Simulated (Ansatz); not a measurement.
# CH₅NOSi: up Jacob's ladder to CCSD(T)

Aim: compute CH₅NOSi with functionals from several rungs and with coupled cluster. The yardstick is the atomisation energy at the CCSD(T) limit.

Program: Ansatz 0.2.0, Gaussian basis. Level of theory: functionals in def2-TZVPP, the program's frozen cores in correlated methods. These are calculated values, not measurements.

Levels to be run: LDA (SPW92), PBE-D4, revPBE-D4, BLYP-D4, r2SCAN-D4, B97M-V, PBE0-D4, B3LYP-D4, r2SCANh-D4, r2SCAN0-D4, HSE06-D4, BHLYP-D4, CAM-B3LYP-D4, LC-ωPBE, ωB97X-V, ωB97M-V, B2PLYP, PBE-QIDH; CCSD(T)/def2-SVP; CCSD(T)/def2-TZVPP; MP2/def2-QZVPP; extrapolation to the limit; RPA on PBE.

## 1. The relaxed structure

The geometry comes from an earlier relaxation with PBE0-D4 in a triple-zeta def2 set; it is a stationary point, not always the lowest conformer.

SMILES `N=C[SiH2]O`, 9 atoms, charge 0, spin multiplicity 1.

Atoms are counted from 1 here; the program's logs count them from 0.

Bond lengths: N1–C2 1.271 Å, N1–H5 1.021 Å, C2–Si3 1.894 Å, C2–H6 1.099 Å, Si3–O4 1.636 Å, Si3–H7 1.487 Å, Si3–H8 1.487 Å, O4–H9 0.969 Å. Angles: C2–N1–H5 113.0°, N1–C2–Si3 114.1°, N1–C2–H6 122.2°, Si3–C2–H6 123.7°, C2–Si3–O4 104.4°, C2–Si3–H7 109.9°, C2–Si3–H8 109.9°, O4–Si3–H7 112.1°, O4–Si3–H8 112.1°, H7–Si3–H8 108.4°, Si3–O4–H9 109.7°.

## 2. LDA

This LDA is Slater exchange with PW92 correlation.

Input file in.yaml:

```yaml
crystal:
  periodic: [false, false, false]
  atoms:
    - {symbol: N, position_ang: [-0.889859, 0.806433, -1.014057]}
    - {symbol: C, position_ang: [0.300396, 0.706234, -0.578918]}
    - {symbol: Si, position_ang: [0.533441, -0.636969, 0.735215]}
    - {symbol: O, position_ang: [-0.954958, -1.292852, 0.915528]}
    - {symbol: H, position_ang: [-0.996371, 1.535429, -1.721391]}
    - {symbol: H, position_ang: [1.112831, 1.350315, -0.943121]}
    - {symbol: H, position_ang: [1.033324, -0.029812, 1.996825]}
    - {symbol: H, position_ang: [1.531093, -1.635285, 0.268134]}
    - {symbol: H, position_ang: [-1.581499, -0.849794, 0.324586]}
basis:
  gaussian: {orbitals: def2-TZVPP}
hamiltonian: {xc: lda}
output: {orbitals: {seedname: orbitals}}
```

Command:

```sh
$ ansatz run in.yaml --threads 2 --pin off --events-out ev --progress --plain --max-ram 4352MiB
```

The runs that follow: PBE-D4 (GGA); revPBE-D4 (GGA); BLYP-D4 (GGA); r2SCAN-D4 (meta-GGA); B97M-V (meta-GGA); B3LYP-D4 (hybrid); r2SCANh-D4 (hybrid); r2SCAN0-D4 (hybrid); HSE06-D4 (hybrid); BHLYP-D4 (hybrid); CAM-B3LYP-D4 (range-separated); LC-ωPBE (range-separated); ωB97X-V (range-separated); ωB97M-V (range-separated); B2PLYP (double hybrid); PBE-QIDH (double hybrid); CCSD(T) in def2-SVP; CCSD(T) in def2-TZVPP; MP2 in def2-QZVPP; RPA on PBE orbitals.

Before running them: what should the planned runs give, taken together? Wanted: atomisation energy, CCSD(T)/CBS; farthest beyond LDA; mean size of error, GGA; mean size of error, meta-GGA; mean size of error, hybrid; mean size of error, range-separated; mean size of error, double hybrid; gap, smallest and largest; T1 diagnostic.

The runs gave:

```
                               quantity                                                      value
        atomisation energy, CCSD(T)/CBS                                                  34.223 eV
    functionals within 0.171 eV (0.5 %)  BLYP-D4, B97M-V, B3LYP-D4, CAM-B3LYP-D4, ωB97X-V, ωB97M-V
                    farthest beyond LDA                                       BHLYP-D4 (-1.252 eV)
                mean size of error, GGA                                                   0.328 eV
           mean size of error, meta-GGA                                                   0.139 eV
             mean size of error, hybrid                                                   0.525 eV
    mean size of error, range-separated                                                   0.148 eV
      mean size of error, double hybrid                                                   0.498 eV
              gap, smallest and largest                  3.96 eV (LDA (SPW92)), 11.87 eV (LC-ωPBE)
                          T1 diagnostic                                                     0.0124
triples share of the correlation energy                                                      3.9 %
```

The LDA atomisation energy is off by 4.936 eV (14 %): it overbinds. PBE-D4 is off by +0.558 eV. Double hybrids carry the basis error of their MP2 part in triple zeta, and no dispersion term here, so their miss is partly the set-up's. The rungs meta-GGA, range-separated miss on average by less than the doubt on the reference (0.171 eV), so they tie. Misses under about 0.171 eV are within the doubt on the reference itself, which lacks core-valence correlation, relativity and higher excitations. Hartree-Fock recovers 69 % of the binding; the rest is correlation. CCSD(T) in def2-SVP is off by -2.517 eV, more than most functionals: a good method in a small basis is no reference. The gap grows from 4.0 to 11.9 eV across the functionals, mostly with the share of exact exchange.
